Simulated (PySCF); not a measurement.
# Accurate constants of BrCl, step by step

An exercise on one series of results from a longer session: the logs are not shown, and one member is left open.

Program: PySCF 2.14.0. Level of theory: CCSD(T) on RHF, scalar-relativistic core potentials. These are calculated values, not measurements.

2 further runs of the same task are left out: 2 set aside as unsound or not needed.

Set-up of the first run:

| Property | Result |
| --- | --- |
| molecule | BrCl |
| state | singlet, unpaired electrons none |
| smaller basis | Br cc-pVTZ-PP with ECP10, Cl cc-pV(T+d)Z |
| larger basis | Br cc-pVQZ-PP with ECP10, Cl cc-pV(Q+d)Z |
| frozen core orbitals | 14 |
| extrapolation | correlation as n⁻³ (n = 3, 4), Hartree–Fock as (n+1)·exp(−9√n) |
| corrections | core–valence correlation |
| distances (Å) | 1.8855, 1.9712, 2.0569, 2.1427, 2.2284, 2.3355, 2.4426 |
| masses (u) | 78.9183, 34.9689 |
| dissociation limit | Br + Cl |

Command:

```sh
OMP_NUM_THREADS=4 python comp.py task.json out
```

One table of the session follows, with a row left open; its other results are not shown here.

Parts of the energy along the bond, in eV from Br + Cl:

```
 R (Å)  HF/CBS  CCSD corr.      (T)  core–valence
1.8855   0.098      -1.446  -0.1675       -0.0620
1.9712  -0.451      -1.441  -0.1748       -0.0426
2.0569       ?           ?        ?             ?
2.1427  -0.750      -1.463  -0.1958       -0.0163
2.2284  -0.651      -1.488  -0.2097       -0.0077
2.3355  -0.395      -1.532  -0.2310        0.0001
2.4426  -0.051      -1.590  -0.2571        0.0054
```

Estimate the missing values for R (Å) = 2.0569.

Worked estimate for «HF/CBS». A straight line through the neighbours (1.9712, -0.451) and (2.1427, -0.750) gives -0.451 + (-0.750 + 0.451) × (2.0569 − 1.9712) / (2.1427 − 1.9712) = -0.600; a parabola fitted to 4 rows on both sides gives -0.708.

**Answer.** HF/CBS: -0.704; CCSD corr.: -1.447; (T): -0.1842; core–valence: -0.0277. In «HF/CBS» the line misses by +0.104 and the parabola by -0.004.

Caveats from the session: Spin–orbit coupling and excitations beyond (T) are left out.
